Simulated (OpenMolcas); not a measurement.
# Zr: RASSCF and RASPT2 terms and fine-structure levels

Aim: the low terms and levels of Zr, with their order and spacing, then second-order correlation.

Program: OpenMolcas 26.06. Level of theory: state-averaged RASSCF and RASPT2, spin-orbit coupling by RASSI with atomic mean-field integrals. These are calculated values, not measurements, unless marked.

## Step 1: What is computed

| Property | Result |
| --- | --- |
| Species | Zr (zirconium, Z = 40, 40 electrons) |
| Basis | ANO-RCC-VDZP [6s5p3d1f], 43 functions |
| Scalar Hamiltonian | DKH2, point nucleus |
| Inactive shells | 1s 2s 2p 3s 3p 3d 4s 4p |
| Active space | 4 electrons in 9 orbitals (RAS2 4d 5s; RAS3 5p, at most 2 electrons) |
| Some configurations of this space | 4d 5s² 5p, 4d² 5s 5p, 4d² 5s² |
| Orbitals | optimised for the ground-state spin in each parity, averaged over the low roots |

The outer shells:

4d 5s2 5p
```
4d [↑ ][  ][  ][  ][  ]
5s [↑↓]
5p [↑ ][  ][  ]
```

4d2 5s 5p
```
4d [↑ ][↑ ][  ][  ][  ]
5s [↑ ]
5p [↑ ][  ][  ]
```

4d2 5s2
```
4d [↑ ][↑ ][  ][  ][  ]
5s [↑↓]
```

Each step is its own input file, run in one work folder so that later steps find the files of earlier ones. Labels, J, g values, rates, χT and fits are worked out afterwards by a script from the matrices that RASSI stores.

## Step 2: One- and two-electron integrals

Input file a.inp:

```
&GATEWAY
Coord
1

Zr 0.0 0.0 0.0
Basis=ANO-RCC-VDZP
Group=XYZ
NoMove
AngMom=0.0 0.0 0.0
AMFI
&SEWARD
```

## Step 3: Start orbitals from a smaller active space

Input file a.inp:

```
&RASSCF
FileOrb=start.orb
Symmetry=1
Spin=5
nActEl=4 0 0
Inactive=9 9
Ras2=6 0
CIRoot=15 15 1
SDav=15
CIMx=300
Iter=120 100
PrWF=0.3
OrbListing=Nothing
MaxOrb=0
Atom
>>> COPY $Project.JobIph JOBPRE
```

## Step 4: RASSCF: triplets of even parity, 60 roots

Input file a.inp:

```
&RASSCF
FileOrb=start.orb
Symmetry=1
Spin=3
nActEl=4 0 2
Inactive=9 9
Ras2=6 0
Ras3=0 3
CIRoot=60 60 1
SDav=303
CIMx=300
Iter=120 100
PrWF=0.3
OrbListing=Nothing
MaxOrb=0
Thrs=2.0e-7 1.0e-1 5.0e-4
Atom
>>> COPY $Project.JobIph JOB001
```

## Step 5: Reference wave functions, quintets of even parity, 27 roots

Input file a.inp:

```
&RASSCF
FileOrb=start.orb
Symmetry=1
Spin=5
nActEl=4 0 2
Inactive=9 9
Ras2=6 0
Ras3=0 3
CIRoot=27 27 1
SDav=60
CIMx=300
Iter=120 100
PrWF=0.3
OrbListing=Nothing
MaxOrb=0
Thrs=2.0e-7 1.0e-1 5.0e-4
Atom
CIOnly
>>> COPY $Project.JobIph JOB002
```

## Step 6: RASSCF: singlets of even parity, 102 roots

Input file a.inp:

```
&RASSCF
FileOrb=start.orb
Symmetry=1
Spin=1
nActEl=4 0 2
Inactive=9 9
Ras2=6 0
Ras3=0 3
CIRoot=102 102 1
SDav=276
CIMx=300
Iter=120 100
PrWF=0.3
OrbListing=Nothing
MaxOrb=0
Thrs=2.0e-7 1.0e-1 5.0e-4
Atom
CIOnly
>>> COPY $Project.JobIph JOB003
```

## Step 7: Reference wave functions, triplets of odd parity, 87 roots

Input file a.inp:

```
&RASSCF
FileOrb=start.orb
Symmetry=2
Spin=3
nActEl=4 0 2
Inactive=9 9
Ras2=6 0
Ras3=0 3
CIRoot=87 87 1
SDav=270
CIMx=300
Iter=120 100
PrWF=0.3
OrbListing=Nothing
MaxOrb=0
Thrs=2.0e-7 1.0e-1 5.0e-4
Atom
>>> COPY $Project.JobIph JOB004
```

## Step 8: Reference wave functions, quintets of odd parity, 60 roots

Input file a.inp:

```
&RASSCF
FileOrb=start.orb
Symmetry=2
Spin=5
nActEl=4 0 2
Inactive=9 9
Ras2=6 0
Ras3=0 3
CIRoot=60 60 1
SDav=60
CIMx=300
Iter=120 100
PrWF=0.3
OrbListing=Nothing
MaxOrb=0
Thrs=2.0e-7 1.0e-1 5.0e-4
Atom
CIOnly
>>> COPY $Project.JobIph JOB005
```

## Step 9: Reference wave functions, singlets of odd parity, 102 roots

Input file a.inp:

```
&RASSCF
FileOrb=start.orb
Symmetry=2
Spin=1
nActEl=4 0 2
Inactive=9 9
Ras2=6 0
Ras3=0 3
CIRoot=102 102 1
SDav=210
CIMx=300
Iter=120 100
PrWF=0.3
OrbListing=Nothing
MaxOrb=0
Thrs=2.0e-7 1.0e-1 5.0e-4
Atom
CIOnly
>>> COPY $Project.JobIph JOB006
```

## Step 10: RASSI: spin-orbit coupling between the states

Input file a.inp:

```
&RASSI
NrOfJobIphs=6 55 15 50 51 30 18
1 2 3 4 5 6 7 8 9 10 11 12 13 14 15 16 17 18 19 20 21 22 23 24 25 26 27
28 29 30 31 32 33 34 35 36 37 38 39 40 41 42 43 44 45 46 47 48 49 50 51
52 53 54 55
1 2 3 4 5 6 7 8 9 10 11 12 13 14 15
1 2 3 4 5 6 7 8 9 10 11 12 13 14 15 16 17 18 19 20 21 22 23 24 25 26 27
28 29 30 31 32 33 34 35 36 37 38 39 40 41 42 43 44 45 46 47 48 49 50
1 2 3 4 5 6 7 8 9 10 11 12 13 14 15 16 17 18 19 20 21 22 23 24 25 26 27
28 29 30 31 32 33 34 35 36 37 38 39 40 41 42 43 44 45 46 47 48 49 50 51
1 2 3 4 5 6 7 8 9 10 11 12 13 14 15 16 17 18 19 20 21 22 23 24 25 26 27
28 29 30
1 2 3 4 5 6 7 8 9 10 11 12 13 14 15 16 17 18
IphNames
JOB001
JOB002
JOB003
JOB004
JOB005
JOB006
EJob
SpinOrbit
DIPRint=1.0
SOCoupling=1000.0
Subsets=2
Property=9
'ANGMOM' 1 'ANGMOM' 2 'ANGMOM' 3 'MLTPL  1' 1 'MLTPL  1' 2 'MLTPL  1' 3
'AMFI' 1 'AMFI' 2 'AMFI' 3
SOProperty=3
'ANGMOM' 1 'ANGMOM' 2 'ANGMOM' 3
```

## Step 11: CASPT2: IPEA 0.25, imaginary shift 0.1 (closed shells correlated: 4s 4p)

Input file a.inp:

```
>>> COPY JOB001 $Project.JobIph
&CASPT2
Multistate=55 1 2 3 4 5 6 7 8 9 10 11 12 13 14 15 16 17 18 19 20 21 22
23 24 25 26 27 28 29 30 31 32 33 34 35 36 37 38 39 40 41 42 43 44 45 46
47 48 49 50 51 52 53 54 55
Frozen=8 6
IPEA=0.25
Imaginary=0.1
MaxIter=60
WThr=0.0 0.3 0.05
PrWF=0.5
NoMix
>>> COPY JOB002 $Project.JobIph
&CASPT2
Multistate=15 1 2 3 4 5 6 7 8 9 10 11 12 13 14 15
Frozen=8 6
IPEA=0.25
Imaginary=0.1
MaxIter=60
WThr=0.0 0.3 0.05
PrWF=0.5
NoMix
>>> COPY JOB003 $Project.JobIph
&CASPT2
Multistate=50 1 2 3 4 5 6 7 8 9 10 11 12 13 14 15 16 17 18 19 20 21 22
23 24 25 26 27 28 29 30 31 32 33 34 35 36 37 38 39 40 41 42 43 44 45 46
47 48 49 50
Frozen=8 6
IPEA=0.25
Imaginary=0.1
MaxIter=60
WThr=0.0 0.3 0.05
PrWF=0.5
NoMix
>>> COPY JOB004 $Project.JobIph
&CASPT2
Multistate=51 1 2 3 4 5 6 7 8 9 10 11 12 13 14 15 16 17 18 19 20 21 22
23 24 25 26 27 28 29 30 31 32 33 34 35 36 37 38 39 40 41 42 43 44 45 46
47 48 49 50 51
Frozen=8 6
IPEA=0.25
Imaginary=0.1
MaxIter=60
WThr=0.0 0.3 0.05
PrWF=0.5
NoMix
>>> COPY JOB005 $Project.JobIph
&CASPT2
Multistate=30 1 2 3 4 5 6 7 8 9 10 11 12 13 14 15 16 17 18 19 20 21 22
23 24 25 26 27 28 29 30
Frozen=8 6
IPEA=0.25
Imaginary=0.1
MaxIter=60
WThr=0.0 0.3 0.05
PrWF=0.5
NoMix
>>> COPY JOB006 $Project.JobIph
&CASPT2
Multistate=18 1 2 3 4 5 6 7 8 9 10 11 12 13 14 15 16 17 18
Frozen=8 6
IPEA=0.25
Imaginary=0.1
MaxIter=60
WThr=0.0 0.3 0.05
PrWF=0.5
NoMix
```

(Steps that only read results are left out.)

What does the calculation give? Wanted: lowest level; first excited level; lowest level of another term; spin-orbit lowering of the lowest level; strongest of the lines computed, by gA, at RASSCF energies.

As calculated:

| quantity | value |
| --- | --- |
| method | SS-RASPT2, IPEA 0.25, imaginary shift 0.1 (closed shells correlated: 4s 4p) |
| lowest level | 4d² 5s² ³F₂, 99 % of that term, g = 0.670 |
| ground level listed by NIST | 3F2 |
| first excited level | 4d² 5s² ³F₃ at 489 cm⁻¹ |
| lowest level of another term | 4d² 5s² ³P₀ at 3860 cm⁻¹ |
| spin-orbit lowering of the lowest level | 636 cm⁻¹ |
| strongest of the lines computed, by gA, at RASSCF energies | 4d² 5s 5p ⁵D°₄(1) → 4d³ 5s ⁵F₅, 802.1 nm, A = 4.03e+06 s⁻¹ |

What each method costs and misses:

| method | time of its own steps | time with the reference | mean absolute difference from the measured levels (cm-1) |
| --- | --- | --- | --- |
| A. RASSCF | 1.8 min | 1.8 min | 2000 |
| B. SS-RASPT2, IPEA 0.25, imaginary shift 0.1, +4s 4p | 3.9 min | 5.8 min | 870 |

Times are of one thread on a shared host.

**Reading.** The multiplet ³F is regular; its intervals divided by the larger J differ by 12 % of their mean, where Landé's rule for pure LS coupling makes them equal. Second-order correlation (method B) scales the levels of the lowest configuration above 5000 cm⁻¹ by 0.74 to 0.91. Method B lies closest to the measured levels (870 cm⁻¹ on average) and A farthest (2000). Only the configurations of the active space and the roots asked for are present. The quintets, singlets rest on orbitals optimised for another spin in at least one step, which raises them against the optimised states. Not all states of the active space went into the spin-orbit step. CASPT2 does not keep the components of a term degenerate, and the means are used. Configurations with different d counts are hard to place against each other, and can be off by thousands to tens of thousands of cm-1. Levels of other configurations are missing from the list.
